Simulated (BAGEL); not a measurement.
# A workflow on C2H5BClF (SMILES BC(F)CCl)

Aim: the energy (HF/def2-SV(P)), then the energy (NEVPT2(2,2)/def2-SV(P)), then a single-point energy (CASPT2(2,2)/def2-SV(P)) of C2H5BClF. 

The results are computed with BAGEL 1.2.2.

## 1. The system as given

C2H5BClF: 10 atoms, total charge 0, spin state singlet. SMILES: `BC(F)CCl`. One bond was lengthened or shortened from a relaxed shape.

Bond lengths: B1–C2 1.558 Å, C2–F3 1.386 Å, C2–C4 1.509 Å, C4–Cl5 1.782 Å, B1–H6 1.192 Å, B1–H7 1.195 Å, C2–H8 1.109 Å, C4–H9 1.090 Å, C4–H10 0.926 Å. Some angles: B1–C2–F3 113.9°, B1–C2–C4 115.3°, F3–C2–C4 109.7°, C2–C4–Cl5 112.6°, B1–C2–H8 102.6°, F3–C2–H8 107.0°, C4–C2–H8 107.5°, C2–B1–H6 120.8°, C2–B1–H7 118.2°, C2–C4–H9 110.7°.

## 2. The energy at HF/def2-SV(P) (density fitting with svp-jkfit) (run 1)

The input, input.json:

```json
{ "bagel": [

{
  "title": "molecule",
  "basis": "def2-sv_p_.json",
  "df_basis": "svp-jkfit",
  "angstrom": "true",
  "geometry": [
    { "atom": "B", "xyz": [   -1.355026,   -0.640013,   -0.420659 ] },
    { "atom": "C", "xyz": [    0.133074,   -0.425113,   -0.012959 ] },
    { "atom": "F", "xyz": [    0.474474,   -1.008613,    1.196541 ] },
    { "atom": "C", "xyz": [    0.609474,    1.006587,   -0.039459 ] },
    { "atom": "Cl", "xyz": [    2.382874,    1.139487,    0.066841 ] },
    { "atom": "H", "xyz": [   -2.056126,   -1.379113,    0.197441 ] },
    { "atom": "H", "xyz": [   -1.753226,   -0.100613,   -1.410059 ] },
    { "atom": "H", "xyz": [    0.682674,   -0.974513,   -0.804559 ] },
    { "atom": "H", "xyz": [    0.202674,    1.563487,    0.804241 ] },
    { "atom": "H", "xyz": [    0.349800,    1.412800,   -0.829700 ] }
  ]
},
{
  "title": "hf"
},
{
  "title": "print",
  "file": "orbitals.molden",
  "orbitals": "true"
}

]}
```

The basis set def2-SV(P) is read from a file made from the Basis Set Exchange's data (not shown).

Launch:

```console
$ BAGEL_NUM_THREADS=1 BAGEL input.json > input.out
```

The program printed:

```text
* using 1 threads per process

  ===============================================================
  ===============================================================

  *** Geometry ***

  { "atom" : "B", "xyz" : [     -2.560628,     -1.209449,     -0.794930 ] },
  { "atom" : "C", "xyz" : [      0.251473,     -0.803347,     -0.024489 ] },
  { "atom" : "F", "xyz" : [      0.896626,     -1.906002,      2.261135 ] },
  { "atom" : "C", "xyz" : [      1.151739,      1.902174,     -0.074567 ] },
  { "atom" : "Cl", "xyz" : [      4.502979,      2.153318,      0.126311 ] },
  { "atom" : "H", "xyz" : [     -3.885515,     -2.606146,      0.373109 ] },
  { "atom" : "H", "xyz" : [     -3.313117,     -0.190131,     -2.664625 ] },
  { "atom" : "H", "xyz" : [      1.290067,     -1.841563,     -1.520396 ] },
  { "atom" : "H", "xyz" : [      0.382998,      2.954562,      1.519795 ] },
  { "atom" : "H", "xyz" : [      0.661026,      2.669805,     -1.567906 ] },

  Number of auxiliary basis functions:      520

  Since a DF basis is specified, we compute 2- and 3-index integrals:
    o Being stored without compression. Storage requirement is 0.029 GB

  Number of basis functions:       84
  Number of electrons      :       48

    * METHOD: MOLECULE                             0.27

  *** RHF ***

  === Nuclear Repulsion ===
   209.7209752873

      * DIIS with orbital gradients will be used.

  === RHF iteration (def2-sv_p_.json) ===
      0       -661.76276416          0.01351216           0.07
      1       -661.87009665          0.00661166           0.07
      2       -661.89321824          0.00172972           0.07
      3       -661.89534135          0.00030527           0.07
      4       -661.89540719          0.00009312           0.07
      5       -661.89541491          0.00002967           0.07
      6       -661.89541591          0.00001007           0.07
      7       -661.89541603          0.00000349           0.07
      8       -661.89541605          0.00000158           0.07
      9       -661.89541605          0.00000071           0.07
     10       -661.89541605          0.00000027           0.07
     11       -661.89541605          0.00000010           0.07
     12       -661.89541605          0.00000004           0.07
     13       -661.89541605          0.00000001           0.07
     14       -661.89541605          0.00000001           0.07
    * SCF iteration converged.

    * Permanent dipole moment:
           (    0.922182,    -0.263213,     0.716311) a.u.

    * METHOD: HF                                   1.22

    * METHOD: PRINT                                0.02

  ===============================================================
```

Run time: 1.6 s. Hardware: 1 thread of Arm Neoverse V1, shared host.

## 3. A single-point energy at NEVPT2(2,2)/def2-SV(P) (density fitting with svp-jkfit) (run 2)

The input, job.json:

```json
{ "bagel" : [

{
  "title" : "molecule",
  "basis" : "def2-sv_p_.json",
  "df_basis" : "svp-jkfit",
  "angstrom" : true,
  "geometry" : [
    { "atom" : "B", "xyz" : [   -1.355026,   -0.640013,   -0.420659 ] },
    { "atom" : "C", "xyz" : [    0.133074,   -0.425113,   -0.012959 ] },
    { "atom" : "F", "xyz" : [    0.474474,   -1.008613,    1.196541 ] },
    { "atom" : "C", "xyz" : [    0.609474,    1.006587,   -0.039459 ] },
    { "atom" : "Cl", "xyz" : [    2.382874,    1.139487,    0.066841 ] },
    { "atom" : "H", "xyz" : [   -2.056126,   -1.379113,    0.197441 ] },
    { "atom" : "H", "xyz" : [   -1.753226,   -0.100613,   -1.410059 ] },
    { "atom" : "H", "xyz" : [    0.682674,   -0.974513,   -0.804559 ] },
    { "atom" : "H", "xyz" : [    0.202674,    1.563487,    0.804241 ] },
    { "atom" : "H", "xyz" : [    0.349800,    1.412800,   -0.829700 ] }
  ]
},
{
  "title" : "hf"
},
{
  "title" : "nevpt2",
  "nstate" : 1,
  "nact" : 2,
  "nclosed" : 23,
  "nspin" : 0,
  "active" : [11, 28],
  "maxiter" : 200,
  "natocc" : true,
  "ncore" : 9
},
{
  "title" : "print",
  "file" : "orbitals.molden",
  "orbitals" : true
}

]}
```

The basis set def2-SV(P) is read from a file made from the Basis Set Exchange's data (not shown).

Launch:

```console
$ BAGEL_NUM_THREADS=1 BAGEL job.json > job.out
```

The program printed:

```text
* using 1 threads per process

  ===============================================================
  ===============================================================

  *** Geometry ***

  { "atom" : "B", "xyz" : [     -2.560628,     -1.209449,     -0.794930 ] },
  { "atom" : "C", "xyz" : [      0.251473,     -0.803347,     -0.024489 ] },
  { "atom" : "F", "xyz" : [      0.896626,     -1.906002,      2.261135 ] },
[... 6 lines of this table left out ...]
  { "atom" : "H", "xyz" : [      0.661026,      2.669805,     -1.567906 ] },

  Number of auxiliary basis functions:      520

  Since a DF basis is specified, we compute 2- and 3-index integrals:
    o Being stored without compression. Storage requirement is 0.029 GB

  Number of basis functions:       84
  Number of electrons      :       48

    * METHOD: MOLECULE                             0.27

  *** RHF ***

  === Nuclear Repulsion ===
   209.7209752873

      * DIIS with orbital gradients will be used.

  === RHF iteration (def2-sv_p_.json) ===
      0       -661.76276416          0.01351216           0.07
      1       -661.87009665          0.00661166           0.07
      2       -661.89321824          0.00172972           0.07
[... 11 lines of this table left out ...]
     14       -661.89541605          0.00000001           0.07
    * SCF iteration converged.

    * Permanent dipole moment:
           (    0.922182,    -0.263213,     0.716311) a.u.

    * METHOD: HF                                   1.22

    * freezing 9 orbitals
  ---------------------------
      CASSCF calculation
  ---------------------------

    ==== Active orbitals : =====
         Orbital 11
         Orbital 28
    ============================

    * nstate   :      1
    * nclosed  :     23
    * nact     :      2
    * nvirt    :     59
  === CASSCF iteration (def2-sv_p_.json) ===

    * Using the second-order algorithm

      0  0      -661.89550856     2.11e-05      0.02

      1  0      -661.89680561     2.05e-04      0.27
[... 21 lines of this table left out ...]
     12  0      -661.91228286     4.69e-09      0.30

    * Second-order optimization converged. *

     guess   0:   closed 1.                   open ..

  === FCI iteration ===

      0  0      -661.89498465     7.44e-02      0.00
      1  0      -661.91213532     5.30e-03      0.00
      2  0 *    -661.91228286     1.97e-16      0.00

     * ci vector, state   0, <S^2> = 0.0000
       2.     0.9932882207
       .2    -0.1156655121

  === DF-NEVPT2 calculation ===

    * 3-index integral transformation done
    * assembly done

      NEVPT2 correlation energy:   -0.6177789079      0.21

          (+0)     -0.5195953736
          (+0)'    -0.0322083203
          (+1)     -0.0144102138
          (+1)'    -0.0000000000
          (+2)     -0.0010872173
          (-1)     -0.0450791861
          (-1)'     0.0000000000
          (-2)     -0.0053985969

      NEVPT2 total energy:       -662.5300617646

    * METHOD: NEVPT2                               5.03

    * METHOD: PRINT                                0.02

  ===============================================================
```

Wall time 6.9 s (1 thread of Arm Neoverse V1, shared host).

## 4. The energy at CASPT2(2,2)/def2-SV(P) (density fitting with svp-jkfit) (run 3)

The input, caspt2.json:

```json
{ "bagel": [

{
  "title": "molecule",
  "basis": "def2-sv_p_.json",
  "df_basis": "svp-jkfit",
  "angstrom": true,
  "geometry": [
    { "atom": "B", "xyz": [      -1.355026,      -0.640013,      -0.420659 ] },
    { "atom": "C", "xyz": [       0.133074,      -0.425113,      -0.012959 ] },
    { "atom": "F", "xyz": [       0.474474,      -1.008613,       1.196541 ] },
    { "atom": "C", "xyz": [       0.609474,       1.006587,      -0.039459 ] },
    { "atom": "Cl", "xyz": [       2.382874,       1.139487,       0.066841 ] },
    { "atom": "H", "xyz": [      -2.056126,      -1.379113,       0.197441 ] },
    { "atom": "H", "xyz": [      -1.753226,      -0.100613,      -1.410059 ] },
    { "atom": "H", "xyz": [       0.682674,      -0.974513,      -0.804559 ] },
    { "atom": "H", "xyz": [       0.202674,       1.563487,       0.804241 ] },
    { "atom": "H", "xyz": [       0.349800,       1.412800,      -0.829700 ] }
  ]
},

{ "title": "hf" },

{ "title": "casscf", "nstate": 1, "nact": 2, "nclosed": 23, "active": [11, 28], "maxiter": 200, "natocc": true },

{ "title": "print", "file": "orbitals.molden", "orbitals": true },

{ "title": "smith", "method": "caspt2", "ms": true, "xms": true, "sssr": true, "shift": 0.2, "shift_imag": true, "ncore": 9 }

]}
```

The basis set def2-SV(P) is read from a file made from the Basis Set Exchange's data (not shown).

Launch:

```console
$ BAGEL_NUM_THREADS=1 BAGEL caspt2.json > caspt2.out
```

The program printed:

```text
* using 1 threads per process

  ===============================================================
  ===============================================================

  *** Geometry ***

  { "atom" : "B", "xyz" : [     -2.560628,     -1.209449,     -0.794930 ] },
  { "atom" : "C", "xyz" : [      0.251473,     -0.803347,     -0.024489 ] },
  { "atom" : "F", "xyz" : [      0.896626,     -1.906002,      2.261135 ] },
[... 6 lines of this table left out ...]
  { "atom" : "H", "xyz" : [      0.661026,      2.669805,     -1.567906 ] },

  Number of auxiliary basis functions:      520

  Since a DF basis is specified, we compute 2- and 3-index integrals:
    o Being stored without compression. Storage requirement is 0.029 GB

  Number of basis functions:       84
  Number of electrons      :       48

    * METHOD: MOLECULE                             0.27

  *** RHF ***

  === Nuclear Repulsion ===
   209.7209752873

      * DIIS with orbital gradients will be used.

[... 6 lines left out ...]
    * SCF iteration converged.
[... 1 line left out ...]
    * Permanent dipole moment:
[... 27 lines left out ...]
    * Second-order optimization converged. *
[... 9 lines left out ...]
     * ci vector, state   0, <S^2> = 0.0000
[... 16 lines left out ...]
    * Zeroth order energy : state  0       -1.2057747278
[... 3 lines left out ...]
      -------------------------------------------  CASPT2 iteration  ---------------------------------------------------
       #      aibj      arbs      arbi      airj      risj      airs      arst      rist         Etot      error   time
      ------------------------------------------------------------------------------------------------------------------

       0  -0.51866  -0.00636  -0.04569  -0.01517  -0.00145  -0.02838   0.00000  -0.00000   -0.6157196  0.0017924   0.11
       1  -0.51891  -0.00643  -0.04593  -0.01542  -0.00154  -0.02902  -0.00000  -0.00000   -0.6172531  0.0002990   0.09
       2  -0.51892  -0.00644  -0.04592  -0.01543  -0.00155  -0.02904  -0.00000  -0.00000   -0.6173050  0.0000532   0.10
       3  -0.51892  -0.00644  -0.04592  -0.01543  -0.00155  -0.02905  -0.00000  -0.00000   -0.6173062  0.0000104   0.10
       4  -0.51892  -0.00644  -0.04592  -0.01543  -0.00155  -0.02905  -0.00000  -0.00000   -0.6173063  0.0000018   0.10
       5  -0.51892  -0.00644  -0.04592  -0.01543  -0.00155  -0.02905  -0.00000  -0.00000   -0.6173063  0.0000003   0.10

      ------------------------------------------------------------------------------------------------------------------

    * CASPT2 energy : state  0     -662.5321439533
        w/o shift correction       -662.5295891236
        reference weight              0.8433944672

    * METHOD: SMITH                                0.87

  ===============================================================
```

Wall time 7.2 s (1 thread of Arm Neoverse V1, shared host); peak memory 0.23 GiB.

## 5. Summary of results

| quantity | value |
| --- | --- |
| run 1, HF/def2-SV(P): total energy | -661.89542 Eh |
| run 1, HF/def2-SV(P): dipole moment | 3.04 D |
| run 1, HF/def2-SV(P): HOMO energy | -11.81 eV |
| run 1, HF/def2-SV(P): LUMO energy | 1.59 eV |
| run 1, HF/def2-SV(P): HOMO–LUMO gap | 13.39 eV |
| run 2, NEVPT2(2,2)/def2-SV(P): total energy | -662.53006 Eh |
| run 3, CASPT2(2,2)/def2-SV(P): total energy | -662.53214 Eh |
